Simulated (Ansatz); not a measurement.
# CH₅InS: basis-set convergence

The task here is to estimate one member of a computed series from the others.

Program: Ansatz 0.2.0, Gaussian basis. Level of theory: one geometry, several basis sets. These are calculated values, not measurements.

Levels to be run: PBE0-D4/def2-SVP; ωB97M-V/def2-SVP; PBE0-D4/def2-QZVPP; the functionals' def2-TZVPP values are taken from earlier runs.

1 further run of the same task is left out (it didn't finish).

## The relaxed structure

All runs share one geometry, relaxed beforehand with PBE0-D4 in a triple-zeta def2 set. In takes the def2 core potential; no spin-orbit term is included.

SMILES `C[S][InH2]`, 8 atoms, charge 0, spin multiplicity 1.

Atoms are counted from 1 here; the program's logs count them from 0.

Bond lengths: C1–S2 1.820 Å, C1–H4 1.090 Å, C1–H5 1.090 Å, C1–H6 1.090 Å, S2–In3 2.375 Å, In3–H7 1.718 Å, In3–H8 1.710 Å. Angles: S2–C1–H4 108.9°, S2–C1–H5 112.0°, S2–C1–H6 108.9°, H4–C1–H5 109.0°, H4–C1–H6 109.0°, H5–C1–H6 109.0°, C1–S2–In3 103.3°, S2–In3–H7 113.6°, S2–In3–H8 116.4°, H7–In3–H8 130.0°.

Geometry (Å):

```xyz
8
charge 0, multiplicity 1
C    -0.7229    1.1481   -0.5145
S    -1.1476   -0.2242    0.6032
In    0.8578   -1.4925    0.7003
H    -1.3899    1.1214   -1.3760
H     0.3080    1.0878   -0.8624
H    -0.8636    2.0903    0.0148
H     2.1329   -0.8388   -0.2481
H     0.8252   -2.8922    1.6825
```

The first run:

Contents of in.yaml:

```yaml
crystal:
  periodic: [false, false, false]
  atoms:
    - {symbol: C, position_ang: [-0.722948, 1.148112, -0.514464]}
    - {symbol: S, position_ang: [-1.147560, -0.224169, 0.603249]}
    - {symbol: In, position_ang: [0.857848, -1.492500, 0.700323]}
    - {symbol: H, position_ang: [-1.389865, 1.121430, -1.376009]}
    - {symbol: H, position_ang: [0.308002, 1.087768, -0.862385]}
    - {symbol: H, position_ang: [-0.863627, 2.090311, 0.014808]}
    - {symbol: H, position_ang: [2.132915, -0.838762, -0.248066]}
    - {symbol: H, position_ang: [0.825245, -2.892190, 1.682535]}
basis:
  gaussian: {orbitals: def2-SVP}
hamiltonian: {xc: pbe0, dispersion: d4}
output: {orbitals: {seedname: orbitals}}
```

Steps of the session up to this table: PBE0-D4 in def2-SVP; ωB97M-V in def2-SVP; PBE0-D4 in def2-QZVPP.

One of the session's tables, all rows but one given; the rest of the session is left out.

It belongs to the step «Density functionals: the series». 

```
functional       basis  HOMO (eV)  LUMO (eV)
   PBE0-D4    def2-SVP      -6.76      -1.48
   PBE0-D4  def2-TZVPP          ?          ?
   PBE0-D4  def2-QZVPP      -6.85      -1.59
   ωB97M-V    def2-SVP      -8.86       0.11
   ωB97M-V  def2-TZVPP      -8.98      -0.11
```

**Question.** Estimate the row for PBE0-D4, def2-TZVPP.

As computed: HOMO (eV): -6.83; LUMO (eV): -1.57. In the column «HOMO (eV)» it lies between PBE0-D4, def2-QZVPP (-6.85) and PBE0-D4, def2-SVP (-6.76).
